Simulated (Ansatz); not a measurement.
# NaW: the cost of one run

Computed with Ansatz 0.2.0 (DFT PBE, scalar-relativistic, plane waves, PAW, unless a step's input says otherwise).

1 further run of the same task is left out (it didn't finish).

**1. Starting point**

Symmetry: Pm-3m, No. 221, cubic system. The conventional cell has a = 3.354 Å, b = 3.354 Å, c = 3.354 Å, α = 90.00°, β = 90.00°, γ = 90.00°. Na (site symmetry m-3m) is surrounded by 8 W at 2.90 Å. W (site symmetry m-3m) is surrounded by 8 Na at 2.90 Å.

Structure file:

```
CELL_PARAMETERS angstrom
3.35351 0.00000 0.00000
0.00000 3.35351 0.00000
0.00000 0.00000 3.35351
ATOMIC_POSITIONS crystal
Na 0.00000 0.00000 0.00000
W 0.50000 0.50000 0.50000
```

This is candidate A: caesium chloride type (Pm-3m, No. 221).

(A quick probe on a coarse mesh, which set the mesh and smearing, is not shown.)

**3. Relaxing cell and atoms (candidate A)**

File input.yaml:

```yaml
crystal:
  lattice:
    - [3.3535130651, 0.0, 0.0]
    - [0.0, 3.3535130651, 0.0]
    - [0.0, 0.0, 3.3535130651]
  atoms:
    - { symbol: Na, position: [0.0, 0.0, 0.0] }
    - { symbol: W, position: [0.5, 0.5, 0.5] }
basis:
  ecutwfc: 420
kpoints:
  mp_grid: { grid: [16, 16, 16] }
hamiltonian:
  xc: pbe
scf:
  occupations: { method: gaussian, width: 0.1 }
output:
  forces: true
  stress: true
  eigenvalues: true
relax:
  adjacent_minimum: "off"
  f_tol: 0.01
  max_steps: 80
  cell: { stress_tol: 0.05 }
```

The run is started by

```bash
$ ansatz run input.yaml --threads 1 --pin off --max-ram 2560MiB --backend cpu --events-out ev --progress --plain --runs-dir out
```

What time and memory should one allow on 1 thread of Intel Xeon 6975P-C (Granite Rapids), shared host?

About 14 s, with a peak of 0.45 GiB.
